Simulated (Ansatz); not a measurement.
# SiH₂NClF₂: basis-set convergence

How large a basis does SiH₂NClF₂ need? Two functionals and correlated methods are run in growing sets.

Program: Ansatz 0.2.0, Gaussian basis. Level of theory: one geometry, several basis sets. These are calculated values, not measurements.

Plan: PBE0-D4/def2-SVP; ωB97M-V/def2-SVP; PBE0-D4/def2-QZVPP; ωB97M-V/def2-QZVPP; CCSD(T)/cc-pV(D+d)Z; CCSD(T)/cc-pV(T+d)Z; CCSD(T)/cc-pV(Q+d)Z; the functionals' def2-TZVPP values are taken from earlier runs.

### Step 1. Structure used throughout

All runs share one geometry, relaxed beforehand with PBE0-D4/def2-TZVP.

SMILES `N[Si](F)(F)Cl`, 7 atoms, charge 0, spin multiplicity 1.

Atoms are counted from 1 here; the program's logs count them from 0.

Bond lengths: N1–Si2 1.677 Å, N1–H6 1.006 Å, N1–H7 1.006 Å, Si2–F3 1.577 Å, Si2–F4 1.577 Å, Si2–Cl5 2.031 Å. Angles: Si2–N1–H6 121.1°, Si2–N1–H7 121.1°, H6–N1–H7 112.3°, N1–Si2–F3 108.7°, N1–Si2–F4 108.8°, N1–Si2–Cl5 116.8°, F3–Si2–F4 109.7°, F3–Si2–Cl5 106.4°, F4–Si2–Cl5 106.4°.

As a file:

```
N    -0.6896    0.5361    0.6281
Si    0.3752   -0.4231   -0.2427
F     1.6204   -0.7514    0.6670
F    -0.3575   -1.7607   -0.6423
Cl    1.1136    0.3610   -1.9640
H    -1.6419    0.6606    0.3277
H    -0.3591    1.3096    1.1805
```

### Step 2. PBE0-D4 in def2-SVP

in.yaml

```yaml
crystal:
  periodic: [false, false, false]
  atoms:
    - {symbol: N, position_ang: [-0.689610, 0.536095, 0.628150]}
    - {symbol: Si, position_ang: [0.375248, -0.423146, -0.242688]}
    - {symbol: F, position_ang: [1.620422, -0.751411, 0.666999]}
    - {symbol: F, position_ang: [-0.357521, -1.760706, -0.642341]}
    - {symbol: Cl, position_ang: [1.113619, 0.360958, -1.964008]}
    - {symbol: H, position_ang: [-1.641862, 0.660649, 0.327653]}
    - {symbol: H, position_ang: [-0.359094, 1.309561, 1.180536]}
basis:
  gaussian: {orbitals: def2-SVP}
hamiltonian: {xc: pbe0, dispersion: d4}
output: {orbitals: {seedname: orbitals}}
```

Run with:

```
> ansatz run in.yaml --threads 2 --pin off --events-out ev --progress --plain --max-ram 32768MiB --backend cpu
```

After this run come: ωB97M-V in def2-SVP; PBE0-D4 in def2-QZVPP; ωB97M-V in def2-QZVPP; CCSD(T) in cc-pV(D+d)Z; CCSD(T) in cc-pV(T+d)Z; CCSD(T) in cc-pV(Q+d)Z.

Before running them: what should the planned runs give, taken together? Wanted: MP2 correlation recovered, cc-pV(D+d)Z; MP2 correlation recovered, cc-pV(T+d)Z; MP2 correlation recovered, cc-pV(Q+d)Z; difference of two CCSD(T) limits: def2 sets; PBE0-D4: double and triple zeta above quadruple; ωB97M-V: double and triple zeta above quadruple.

As calculated:

```
                                                                   quantity           value
                                     MP2 correlation recovered, cc-pV(D+d)Z          65.6 %
                                     MP2 correlation recovered, cc-pV(T+d)Z          86.5 %
                                     MP2 correlation recovered, cc-pV(Q+d)Z          94.4 %
difference of two CCSD(T) limits: def2 sets (earlier runs) less this series         -56 meV
                            PBE0-D4: double and triple zeta above quadruple  17.38, 1.06 eV
                            ωB97M-V: double and triple zeta above quadruple  17.43, 0.99 eV
```

PBE0-D4 gains 16.33 eV from double to triple zeta, then 1.06 eV more. In cc-pV(D+d)Z MP2 holds 66 % of its limit, in cc-pV(Q+d)Z 94 %, while Hartree-Fock is within 0.261 eV in the largest set. A limit from the def2 sets, made apart, differs by 56 meV, a least measure of the doubt on such a limit. Total energies overstate the basis error of differences, where much of it tends to cancel. The LUMO of ωB97M-V is positive and keeps falling with the basis (2.73 to 1.40 eV): an unbound level that the basis holds in place.
